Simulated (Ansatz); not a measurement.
The system is BiS.

```
CELL_PARAMETERS angstrom
4.00294 0.00000 0.00000
0.00000 4.00294 0.00000
0.00000 0.00000 4.00294
ATOMIC_POSITIONS crystal
Bi 0.50000 0.50000 0.50000
S 0.00000 0.00000 0.00000
```

The cell was built by a generator and needn't be a form met in nature.

The cell isn't the ideal one: as made, not relaxed: species swapped into the ZrIr type (Pm-3m, No. 221).

Base run:

* Program: Ansatz 0.2.0
* Functional: PBE
* Potentials or basis: Ansatz PAW
* Cutoff: 420 eV
* Density cutoff: 1680 eV
* k mesh: 7 × 7 × 7
* Occupations: fermi-dirac, width 0.05 eV
* Spin: no spin polarisation

Its results: band gap on the k mesh none (metal or under the smearing width); pressure -10.9 GPa.

The run is repeated on the same cell with these changes: functional from PBE to BLYP. What comes out?

Band gap on the k mesh none (metal or under the smearing width); pressure -7.9 GPa.

BLYP binds less tightly than PBE, so the same cell stands under more pressure.

Caveats: spin-orbit coupling is left out, which moves the levels of the heavy elements; the potentials were made for another functional, which shifts forces and pressure (some runs); the PAW data sets come from PBE, with cores solved anew for the run's functional, which leaves a small shift of forces and pressure (some runs).

Not every run made on this cell is shown here.
